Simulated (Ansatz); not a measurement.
This script makes a convergence test of the plane-wave cutoff of TiNi, space group Pm-3m with Ansatz's Python interface.

The script reads `tini.xyz`:
```text
2
Lattice="2.98806613 0.0 0.0 0.0 2.98806613 0.0 0.0 0.0 2.98806613" Properties=species:S:1:pos:R:3:initial_magmoms:R:1 pbc="T T T"
Ti    1.49403306    1.49403306    1.49403306  0.00
Ni    0.00000000    0.00000000    0.00000000  1.50
```

Script `ecut.py`:
```python
"""Convergence of TiNi with the plane-wave cutoff."""

import ansatz
from tabulate import tabulate

system = ansatz.Crystal.from_extxyz("tini.xyz")

calc = (
    system.calculation()
    .functional("pbesol")
    .kpoints(length=20)
    .occupations("fermi_dirac", width=0.1)
    .spin("collinear")
    .forces()
    .stress()
)

rows = []
for value in [250, 300, 350, 400, 450, 500]:
    data = calc.basis(value).run(threads=1).report
    rows.append((value, data["free_energy_ev"] / len(data["lattice"]["sites"]), data["n_iterations"], sum(data["stress_gpa"][i][i] for i in range(3)) / 3, max(abs(f) for row in data["forces_ev_ang"] for f in row), data["magnetization_mub"], data["n_pw"]))

print(tabulate(rows, headers=["cutoff (eV)", "F/atom (eV)", "iterations", "P (GPa)", "max component (eV/A)", "moment (muB)", "plane waves"], floatfmt=".4f", tablefmt="grid"))

# differences from the last row
for row in rows[:-1]:
    shift = 1000 * (row[1] - rows[-1][1])
    print(f"{row[0]}: {shift:+.2f} meV/atom" + ("  (within 1 meV)" if abs(shift) < 1 else ""))
```

How fast does the energy converge with the cutoff (threshold 1 meV an atom)?

From 450 eV on it stays within 1 meV an atom of the value at 500 eV; the first row (250 eV) is off by 1759.0 meV and the last but one by 0.56 meV. The energy falls steadily, as expected when plane waves are added. The pressure moves from 3.77 to -2.99 GPa (the program's stress holds a Pulay correction, so it settles early).

The run itself:

`python ecut.py` gives:
```text
DeckWarning: basis.ecutwfc = 250 eV is below the records' recommended 420 eV, and the density's cutoff is lower with it unless basis.ecutrho_ratio is high enough to keep the records' density cutoff: compare with a run at a higher cutoff
RunWarning: the starting moments were not kept: the SCF closed with an absolute magnetisation of 8.9e-7 μB, where they sum to 1.5 μB in size (1 site). That is at most 0.1 of that sum. Measured as dr2_m measures the in/out step, that magnetisation stands [...]
DeckWarning: basis.ecutwfc = 300 eV is below the records' recommended 420 eV, and the density's cutoff is lower with it unless basis.ecutrho_ratio is high enough to keep the records' density cutoff: compare with a run at a higher cutoff
DeckWarning: basis.ecutwfc = 350 eV is below the records' recommended 420 eV, and the density's cutoff is lower with it unless basis.ecutrho_ratio is high enough to keep the records' density cutoff: compare with a run at a higher cutoff
DeckWarning: basis.ecutwfc = 400 eV is below the records' recommended 420 eV, and the density's cutoff is lower with it unless basis.ecutrho_ratio is high enough to keep the records' density cutoff: compare with a run at a higher cutoff
+---------------+---------------+--------------+-----------+------------------------+----------------+---------------+
|   cutoff (eV) |   F/atom (eV) |   iterations |   P (GPa) |   max component (eV/A) |   moment (muB) |   plane waves |
+===============+===============+==============+===========+========================+================+===============+
|           250 |    -4138.0691 |           14 |    3.7674 |                 0.0000 |         0.0000 |           251 |
+---------------+---------------+--------------+-----------+------------------------+----------------+---------------+
|           300 |    -4139.6139 |           12 |   -2.4293 |                 0.0000 |         0.0000 |           305 |
+---------------+---------------+--------------+-----------+------------------------+----------------+---------------+
|           350 |    -4139.8113 |           13 |   -2.9637 |                 0.0000 |         0.0000 |           389 |
+---------------+---------------+--------------+-----------+------------------------+----------------+---------------+
|           400 |    -4139.8269 |           12 |   -2.9740 |                 0.0000 |        -0.0000 |           461 |
+---------------+---------------+--------------+-----------+------------------------+----------------+---------------+
|           450 |    -4139.8275 |           13 |   -2.9873 |                 0.0000 |        -0.0000 |           587 |
+---------------+---------------+--------------+-----------+------------------------+----------------+---------------+
|           500 |    -4139.8280 |           13 |   -2.9938 |                 0.0000 |        -0.0000 |           691 |
+---------------+---------------+--------------+-----------+------------------------+----------------+---------------+
250: +1758.96 meV/atom
300: +214.15 meV/atom
350: +16.70 meV/atom
400: +1.16 meV/atom
450: +0.56 meV/atom  (within 1 meV)
```
(Warnings from the package without file and line, shortened, repeats left out.)

Caveats:
- The SCF didn't keep the moments it started from (some shrank, vanished or turned); what is printed is the state reached.
- The mesh is modest for a metal, so energies can be off by several to tens of meV an atom and pressures by half a GPa or more; differences at equal mesh fare better.
- The overall sign of a collinear moment is arbitrary, and semilocal functionals can give small moments to compounds that are paramagnetic.
- Forces vanish by symmetry here and test nothing.
- This is a high-temperature or high-pressure form, not the ambient phase.
- Pressure is positive in compression.
- The structure comes from a database of computed cells and needn't be a stable or known phase.
- Shifts are counted from the last row, which is itself no proven limit.
- Run time: 16 s on 1 thread of Arm Neoverse V1, with other jobs on the host, peak memory 0.4 GiB.

(Lines on the test bed's own set-up are left out of the output.)
